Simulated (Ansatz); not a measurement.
The system is AgRh.

```
Ag Rh
1.0
     2.77759    0.00000    0.00000
    -1.38879    2.40546    0.00000
     0.00000    0.00000    4.80860
Ag Rh
1 1
Direct
  0.00000 0.00000 0.50000
  0.66667 0.33333 0.00000
```

The cell comes from a database or a generator and needn't be the stable form of this composition.

| Item | Value |
| --- | --- |
| Program | Ansatz 0.2.0 |
| Task | single point |
| Functional | PBE |
| Potentials or basis | Ansatz PAW |
| Cutoff | 420 eV (not typed: the program's choice for these potentials) |
| k mesh | 11 × 11 × 6 |
| Occupations | fermi-dirac, width 0.05 eV |
| Spin | no spin polarisation |

On this cell: pressure -2.3 GPa; largest force under 0.003 eV/Å; band gap on the k mesh none (metal or under the smearing width).

The same run follows on a disturbed copy (atoms moved at random, drawn with an rms of 0.05 Å):

```
Ag Rh
1.0
     2.77759    0.00000    0.00000
    -1.38879    2.40546    0.00000
     0.00000    0.00000    4.80860
Ag Rh
1 1
Direct
  0.97271 0.99520 0.50345
  0.67133 0.31452 0.99114
```

Problem. What changes?

Solution. The energy (extrapolated to zero smearing) moves by +9.4 meV/atom; pressure -1.9 GPa; largest force 0.434 eV/Å; band gap on the k mesh none (metal or under the smearing width).

Forces in eV/Å, atoms in the order of the input:
```
Ag   0.111 -0.047 -0.417
Rh  -0.111  0.047  0.417
```

Stress tensor (GPa, compression positive):
```
-1.64 -0.59 -0.33
-0.59 -2.02  0.14
-0.33  0.14 -2.06
```
